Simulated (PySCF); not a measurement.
**CH₁₅N₃Si₄: NMR shifts in solvents**

Aim: compute the NMR shifts of CH₁₅N₃Si₄ (`CN[SiH2][Si@H](N)N([SiH3])[SiH3]`), and see what a dielectric continuum does where one was used.

Computed with PySCF 2.14.0, with density-fitted response routines of our own, on a single molecule, in the gas phase or a continuum. Atoms are numbered from 0 throughout.

## Step 1: Starting geometry

23 atoms, charge 0, multiplicity 1; geometry from: GFN2-xTB.

Bonds of the start (Å): C0–N1 1.44, N1–Si2 1.72, Si2–Si3 2.29, Si3–N4 1.73, Si3–N5 1.77, N5–Si6 1.73, N5–Si7 1.74, C0–H8 1.09, C0–H9 1.09, C0–H10 1.09, N1–H11 1.01, Si2–H12 1.47, Si2–H13 1.49, Si3–H14 1.47, N4–H15 1.01, N4–H16 1.01, Si6–H17 1.46, Si6–H18 1.47, Si6–H19 1.47, Si7–H20 1.47, Si7–H21 1.46, Si7–H22 1.46.

## Step 2: Geometry optimisation at PBE0-D3(BJ)/def2-SVP

The job: settings as JSON, then the geometry in Å.

```
{"job": {"xc": "PBE0", "basis": "def2-SVP", "d3": "d3bj", "grid": 1, "kind": "geom"}, "charge": 0, "multiplicity": 1}
C     -3.969720    -0.107602     0.891428
N     -2.686962     0.332054     0.404326
Si    -1.398762    -0.708493    -0.057463
Si     0.348751     0.676247    -0.577638
N      0.569487     0.708996    -2.292858
N      1.794038     0.122957     0.279607
Si     2.493312    -1.414851    -0.113575
Si     2.658427     1.154318     1.377982
H     -4.713207    -0.194209     0.093050
H     -3.851136    -1.083094     1.353258
H     -4.354239     0.589284     1.640059
H     -2.744710     1.245514    -0.018718
H     -1.206881    -1.607648     1.093898
H     -1.768868    -1.649901    -1.150885
H      0.268023     2.113596    -0.275642
H      1.364981     1.218139    -2.645142
H      0.471105    -0.148616    -2.811334
H      2.920858    -2.075061     1.118205
H      3.658395    -1.236700    -0.992316
H      1.472627    -2.204877    -0.808826
H      3.807518     1.760953     0.696473
H      1.725970     2.177673     1.843577
H      3.136238     0.358304     2.508489
```

Run with:

```console
$ OMP_NUM_THREADS=1 python probes_run.py task.json out
```

This one command runs all jobs of the session in turn.

The program printed:

```text
step   0  E = -1368.20815931  max force = 0.023329
step   1  E = -1368.21783493  max force = 0.005413
step   2  E = -1368.21833475  max force = 0.002880
step   3  E = -1368.21848187  max force = 0.000940
step   4  E = -1368.21856863  max force = 0.001310
step   5  E = -1368.21865987  max force = 0.001135
step   6  E = -1368.21873935  max force = 0.000803
step   7  E = -1368.21877762  max force = 0.000566
step   8  E = -1368.21883859  max force = 0.000609
step   9  E = -1368.21891453  max force = 0.000745
step  10  E = -1368.21898881  max force = 0.001418
step  11  E = -1368.21901460  max force = 0.001351
step  12  E = -1368.21898908  max force = 0.002628
step  13  E = -1368.21924231  max force = 0.001413
step  14  E = -1368.21932624  max force = 0.001262
step  15  E = -1368.21956489  max force = 0.001547
step  16  E = -1368.21963082  max force = 0.001397
step  17  E = -1368.21993013  max force = 0.001871
step  18  E = -1368.22002594  max force = 0.002956
step  19  E = -1368.22032021  max force = 0.001970
step  20  E = -1368.22041077  max force = 0.001319
step  21  E = -1368.22055979  max force = 0.001312
step  22  E = -1368.22060736  max force = 0.001118
step  23  E = -1368.22070553  max force = 0.000469
step  24  E = -1368.22073461  max force = 0.000517
step  25  E = -1368.22077762  max force = 0.001037
step  26  E = -1368.22082916  max force = 0.001507
step  27  E = -1368.22091524  max force = 0.001468
step  28  E = -1368.22096529  max force = 0.000690
step  29  E = -1368.22100998  max force = 0.000850
step  30  E = -1368.22104979  max force = 0.000570
step  31  E = -1368.22106936  max force = 0.000441
step  32  E = -1368.22108973  max force = 0.000354
step  33  E = -1368.22110653  max force = 0.000419
step  34  E = -1368.22111762  max force = 0.000457
step  35  E = -1368.22112269  max force = 0.000280
optimisation converged
```

Wall time 38 min (1 thread, shared host).

Relaxation path: (not every step is listed)

```
step  energy from step 0 (eV)  largest force component (eV/Å)
   0                   0.0000                          1.1996
   1                  -0.2633                          0.2783
   2                  -0.2769                          0.1481
   3                  -0.2809                          0.0483
   4                  -0.2833                          0.0674
   5                  -0.2857                          0.0584
   6                  -0.2879                          0.0413
   7                  -0.2889                          0.0291
   8                  -0.2906                          0.0313
  10                  -0.2947                          0.0729
  12                  -0.2947                          0.1351
  14                  -0.3039                          0.0649
  16                  -0.3122                          0.0718
  18                  -0.3229                          0.1520
  20                  -0.3334                          0.0678
  22                  -0.3387                          0.0575
  24                  -0.3422                          0.0266
  26                  -0.3448                          0.0775
  28                  -0.3485                          0.0355
  30                  -0.3508                          0.0293
  31                  -0.3513                          0.0227
  32                  -0.3519                          0.0182
  33                  -0.3523                          0.0215
  34                  -0.3526                          0.0235
  35                  -0.3528                          0.0144
```

Distances of close pairs at the start and the end, largest changes first:

```
   bond  before (Å)  after (Å)  change (Å)
Si2–Si3       2.290      2.342      +0.053
Si7–H21       1.461      1.495      +0.034
Si6–H17       1.461      1.495      +0.033
Si7–H22       1.463      1.496      +0.033
Si6–H19       1.466      1.495      +0.029
Si7–H20       1.467      1.496      +0.029
Si2–H12       1.473      1.500      +0.027
Si6–H18       1.470      1.496      +0.026
```

The next job starts from the end point, and lists it.

```
                         at the end point                value
  point group (found at 0.08 Å tolerance)                   C1
rotational constants (GHz, main isotopes)  1.734, 0.460, 0.445
                        dipole moment (D)                 2.10
```

## Step 3: Nuclear shieldings: PBE0/pcSseg-1 in chloroform

The job: settings as JSON, then the geometry in Å.

```
{"job": {"kind": "nmr", "xc": "PBE0", "basis": "pcSseg-1", "solvent": "chloroform", "pop": true}, "charge": 0, "multiplicity": 1}
C     -4.118139     0.035449    -0.088314
N     -2.709214     0.311998    -0.197078
Si    -1.427974    -0.404774     0.718112
Si     0.466019     0.762477    -0.013638
N      0.171943     1.034330    -1.704863
N      1.972923    -0.062465     0.398786
Si     2.323499    -1.638613    -0.275745
Si     3.150393     0.750508     1.408772
H     -4.483931    -0.719524    -0.811906
H     -4.351601    -0.346972     0.918200
H     -4.723628     0.947886    -0.227162
H     -2.427366     0.818720    -1.029932
H     -1.672590    -0.248326     2.189669
H     -1.240745    -1.887323     0.510918
H      0.599769     2.115635     0.612418
H      0.740292     1.708305    -2.209102
H     -0.041798     0.239806    -2.299297
H      2.547039    -2.665751     0.786751
H      3.537209    -1.607143    -1.150322
H      1.151769    -2.047925    -1.109892
H      3.670450     1.994732     0.760529
H      2.576487     1.130834     2.735596
H      4.288935    -0.194675     1.627730
```

With the program's defaults for keys left out, this is: GIAO PBE0/pcSseg-1 NMR shielding, non-relativistic, IEF-PCM chloroform.

The program printed:

```text
coarse grid: 20072 points
cycle   1  E = -1368.5325768318  dE =  2.866e-01  |g| = 6.494e-01  |ddm| = 4.265e+00
cycle   2  E = -1368.4372895905  dE =  9.529e-02  |g| = 9.192e-01  |ddm| = 1.333e+00
cycle   3  E = -1368.6201208006  dE = -1.828e-01  |g| = 7.928e-02  |ddm| = 8.719e-01
cycle   4  E = -1368.6211183928  dE = -9.976e-04  |g| = 4.430e-02  |ddm| = 1.082e-01
cycle   5  E = -1368.6215350268  dE = -4.166e-04  |g| = 1.095e-02  |ddm| = 4.418e-02
cycle   6  E = -1368.6215577086  dE = -2.268e-05  |g| = 2.379e-03  |ddm| = 9.553e-03
cycle   7  E = -1368.6215588105  dE = -1.102e-06  |g| = 6.060e-04  |ddm| = 1.999e-03
final grid: 172472 points
cycle   8  E = -1368.6576941200  dE = -2.249e-05  |g| = 9.063e-03  |ddm| = 2.289e-02
cycle   9  E = -1368.6576770680  dE =  1.705e-05  |g| = 1.273e-02  |ddm| = 1.767e-02
cycle  10  E = -1368.6577119313  dE = -3.486e-05  |g| = 9.482e-04  |ddm| = 1.040e-02
cycle  11  E = -1368.6577120957  dE = -1.644e-07  |g| = 3.197e-04  |ddm| = 8.814e-04
cycle  12  E = -1368.6577121161  dE = -2.044e-08  |g| = 9.746e-05  |ddm| = 3.079e-04
cycle  13  E = -1368.6577121180  dE = -1.896e-09  |g| = 2.890e-05  |ddm| = 9.498e-05
cycle  14  E = -1368.6577121182  dE = -1.814e-10  |g| = 4.649e-06  |ddm| = 2.831e-05
converged SCF energy = -1368.6577121182

GIAO shielding tensors (ppm)
atom      isotropic    diamagn.    paramagn.     s11        s22        s33       span
  0 C      151.483     235.831     -84.348    128.330    138.360    187.761     59.431
  1 N      260.552     330.178     -69.627    219.303    256.465    305.886     86.583
  2 Si     410.456     884.469    -474.013    359.676    380.194    491.498    131.823
  3 Si     373.462     884.252    -510.790    330.469    378.407    411.511     81.043
  4 N      233.157     322.948     -89.791    212.232    229.029    258.209     45.977
  5 N      256.610     335.339     -78.730    212.359    268.987    288.483     76.124
  6 Si     404.039     880.744    -476.705    365.348    382.785    463.983     98.635
  7 Si     401.334     878.922    -477.587    365.175    371.521    467.307    102.132
  8 H       28.410      25.407       3.003     23.013     26.294     35.923     12.910
  9 H       28.850      26.098       2.752     24.637     26.894     35.018     10.381
 10 H       28.437      24.669       3.768     23.103     26.135     36.074     12.971
 11 H       31.120      36.880      -5.761     19.437     31.902     42.020     22.584
 12 H       26.757      32.129      -5.372     23.472     25.634     31.166      7.694
 13 H       26.514      33.066      -6.552     23.187     25.358     30.997      7.810
 14 H       26.328      33.186      -6.858     22.417     26.127     30.440      8.023
 15 H       29.873      31.759      -1.886     22.956     25.228     41.435     18.479
 16 H       29.970      34.903      -4.932     24.580     26.310     39.021     14.441
 17 H       26.761      29.836      -3.075     23.524     24.426     32.333      8.809
 18 H       26.748      29.046      -2.299     23.234     24.529     32.479      9.245
 19 H       26.525      31.795      -5.270     22.886     26.610     30.078      7.192
 20 H       26.626      28.263      -1.637     22.884     24.897     32.097      9.212
 21 H       26.661      28.871      -2.210     22.700     25.082     32.202      9.502
 22 H       26.637      27.315      -0.678     23.027     25.214     31.670      8.643
```

Run time: 2.6 min. Hardware: 1 thread, shared host.

The references, computed at this level on geometries of the same kind, shield at (ppm): 1H TMS 31.25, 13C TMS 185.2, 29Si TMS 351.9, 15N NH3 267.8. Their shielding less the atom's gives the shift. The references are single molecules in the same continuum, so shifts against H2O, NH3, PH3, H3PO4 or CFCl3 are not on the usual liquid scales and can be off by tens of ppm. Atoms listed in one row are averaged.

```
                       atoms                              environment  σ (ppm)  δ (ppm)
                          C0                methyl carbon bonded to N    151.5     33.7
                         H14  hydrogen on a silicon bonded to 2 N, Si    26.33     4.92
                         H13    hydrogen on a silicon bonded to N, Si    26.51     4.73
H17, H18, H19, H20, H21, H22        hydrogen on a silicon bonded to N    26.66     4.59
                         H12    hydrogen on a silicon bonded to N, Si    26.76     4.49
                 H8, H9, H10  hydrogen on a methyl carbon bonded to N    28.57     2.68
                    H15, H16      hydrogen on a nitrogen bonded to Si    29.92     1.33
                         H11   hydrogen on a nitrogen bonded to C, Si    31.12     0.13
                          N4               nitrogen bonded to Si, 2 H    233.2     34.6
                          N5                  nitrogen bonded to 3 Si    256.6     11.2
                          N1              nitrogen bonded to C, Si, H    260.6      7.2
                         Si3             silicon bonded to 2 N, Si, H    373.5    -21.6
                    Si6, Si7                 silicon bonded to N, 3 H    402.7    -50.8
                         Si2             silicon bonded to N, Si, 2 H    410.5    -58.6
```

The run also stored atomic charges by several schemes (e):

```
   atoms  Mulliken    IAO  Hirshfeld  ESP fit
      C0     -0.09  -0.29      -0.07    -0.19
      N1     -0.72  -0.67      -0.24    -0.48
     Si2      0.50   0.56       0.25     0.24
     Si3      0.68   0.83       0.32     0.41
      N4     -0.66  -0.84      -0.31    -1.07
      N5     -1.09  -1.03      -0.35    -0.36
Si6, Si7      0.64   0.72       0.34     0.36
```

Mayer bond orders: C0–N1 0.96, N1–Si2 1.03, Si2–Si3 0.95, Si3–N4 1.05, Si3–N5 0.81, N5–Si6 0.90, N5–Si7 0.90.

## Step 4: Shielding tensors: PBE0/pcSseg-1 in tetrahydrofuran

The job, as its differences from that of step 3:

```diff
@@ -1,2 +1,2 @@
-{"job": {"kind": "nmr", "xc": "PBE0", "basis": "pcSseg-1", "solvent": "chloroform", "pop": true}, "charge": 0, "multiplicity": 1}
+{"job": {"kind": "nmr", "xc": "PBE0", "basis": "pcSseg-1", "solvent": "tetrahydrofuran", "pop": false}, "charge": 0, "multiplicity": 1}
 C     -4.118139     0.035449    -0.088314
```

Level: GIAO PBE0/pcSseg-1 NMR shielding, non-relativistic, IEF-PCM tetrahydrofuran.

The program printed:

```text
coarse grid: 20072 points
cycle   1  E = -1368.5334527030  dE =  2.858e-01  |g| = 6.487e-01  |ddm| = 4.265e+00
cycle   2  E = -1368.4386973891  dE =  9.476e-02  |g| = 9.176e-01  |ddm| = 1.333e+00
cycle   3  E = -1368.6208299065  dE = -1.821e-01  |g| = 7.883e-02  |ddm| = 8.679e-01
cycle   4  E = -1368.6218067198  dE = -9.768e-04  |g| = 4.442e-02  |ddm| = 1.074e-01
cycle   5  E = -1368.6222256957  dE = -4.190e-04  |g| = 1.078e-02  |ddm| = 4.389e-02
cycle   6  E = -1368.6222475286  dE = -2.183e-05  |g| = 2.345e-03  |ddm| = 9.362e-03
cycle   7  E = -1368.6222486031  dE = -1.074e-06  |g| = 5.977e-04  |ddm| = 1.985e-03
final grid: 172472 points
cycle   8  E = -1368.6583795626  dE = -2.252e-05  |g| = 9.055e-03  |ddm| = 2.289e-02
cycle   9  E = -1368.6583626723  dE =  1.689e-05  |g| = 1.270e-02  |ddm| = 1.764e-02
cycle  10  E = -1368.6583973545  dE = -3.468e-05  |g| = 9.469e-04  |ddm| = 1.034e-02
cycle  11  E = -1368.6583975184  dE = -1.639e-07  |g| = 3.191e-04  |ddm| = 8.786e-04
cycle  12  E = -1368.6583975387  dE = -2.036e-08  |g| = 9.734e-05  |ddm| = 3.068e-04
cycle  13  E = -1368.6583975406  dE = -1.894e-09  |g| = 2.908e-05  |ddm| = 9.483e-05
cycle  14  E = -1368.6583975408  dE = -1.787e-10  |g| = 4.578e-06  |ddm| = 2.898e-05
converged SCF energy = -1368.6583975408

GIAO shielding tensors (ppm)
atom      isotropic    diamagn.    paramagn.     s11        s22        s33       span
  0 C      151.547     235.860     -84.313    128.402    138.384    187.854     59.452
  1 N      260.622     330.193     -69.571    219.343    256.698    305.824     86.481
  2 Si     410.455     884.478    -474.022    359.772    380.120    491.474    131.701
  3 Si     373.541     884.240    -510.699    330.295    378.922    411.407     81.112
  4 N      233.191     323.016     -89.824    212.021    229.261    258.293     46.272
  5 N      256.595     335.338     -78.743    212.362    268.952    288.470     76.108
  6 Si     404.031     880.744    -476.714    365.403    382.705    463.985     98.582
  7 Si     401.331     878.915    -477.584    365.158    371.509    467.325    102.166
  8 H       28.403      25.394       3.009     23.008     26.282     35.919     12.912
  9 H       28.841      26.084       2.756     24.623     26.886     35.012     10.389
 10 H       28.432      24.657       3.775     23.095     26.127     36.073     12.978
 11 H       31.092      36.862      -5.771     19.412     31.856     42.007     22.596
 12 H       26.771      32.159      -5.388     23.489     25.650     31.174      7.685
 13 H       26.526      33.095      -6.569     23.199     25.368     31.011      7.812
 14 H       26.336      33.195      -6.859     22.424     26.140     30.443      8.019
 15 H       29.820      31.707      -1.887     22.895     25.158     41.407     18.513
 16 H       29.904      34.853      -4.949     24.501     26.220     38.992     14.491
 17 H       26.770      29.851      -3.081     23.533     24.438     32.339      8.805
 18 H       26.749      29.052      -2.303     23.234     24.530     32.482      9.248
 19 H       26.513      31.780      -5.267     22.872     26.600     30.066      7.195
 20 H       26.627      28.264      -1.637     22.886     24.896     32.098      9.212
 21 H       26.668      28.880      -2.212     22.708     25.089     32.207      9.498
 22 H       26.637      27.316      -0.679     23.027     25.214     31.669      8.642
```

Wall time 2.3 min (1 thread, shared host).

In short: δ C0 33.7, N4 34.9, N5 11.5, N1 7.5, H14 4.91, H13 4.72 ppm.

## Step 5: Side by side: NMR shifts

Shifts (ppm) of some atoms, chosen among heavy atoms and hydrogens apart, means over like atoms, with basis size and wall time:

```
                             run    C0   H15   H11    N4    N5   N1    Si3  functions     time
     PBE0/pcSseg-1 in chloroform  33.7  1.33  0.13  34.6  11.2  7.2  -21.6        239  2.6 min
PBE0/pcSseg-1 in tetrahydrofuran  33.7  1.38  0.15  34.9  11.5  7.5  -21.7        239  2.3 min
```

The continuum's effect on the ground state:

```
        solvent     ε  polarisation energy (Eh)  μ (D)
     chloroform  4.71                   -0.0047   2.36
tetrahydrofuran  7.43                   -0.0054   2.43
```

## Step 6: Outcome

| quantity | value |
| --- | --- |
| point group | C1 |
| rotational constants (main isotopes) | 1.73, 0.46, 0.45 GHz |
| 13C shifts against TMS (PBE0/pcSseg-1, chloroform) | 33.7 ppm |
| 1H shifts against TMS (PBE0/pcSseg-1, chloroform, means over atoms taken as alike) | 4.92, 4.73, 4.59, 4.49, 2.68, 1.33, 0.13 ppm |
| 15N shifts against NH3 (PBE0/pcSseg-1, chloroform) | 34.6, 11.2, 7.2 ppm |
| 29Si shifts against TMS (PBE0/pcSseg-1, chloroform, means over atoms taken as alike) | -21.6, -50.8, -58.6 ppm |
| range of the shift of N5 | 11.2 to 11.5 ppm |

What this shows: The optimisation took 35 steps and gained 0.353 eV; among the close pairs (by a distance rule), Si2–Si3 changed most, from 2.290 to 2.342 Å. At PBE0/pcSseg-1: The largest span, 132 ppm, is at Si2, where the paramagnetic term is -474 ppm. Across the 2 runs the shift of N5 moves most, between 11.2 (PBE0/pcSseg-1 in chloroform) and 11.5 ppm (PBE0/pcSseg-1 in tetrahydrofuran). Most of that comes from the computed reference, not from the atom's own shielding. The continuum holds electrostatics alone: no hydrogen bonds to the solvent, and the gas-phase geometry is kept.
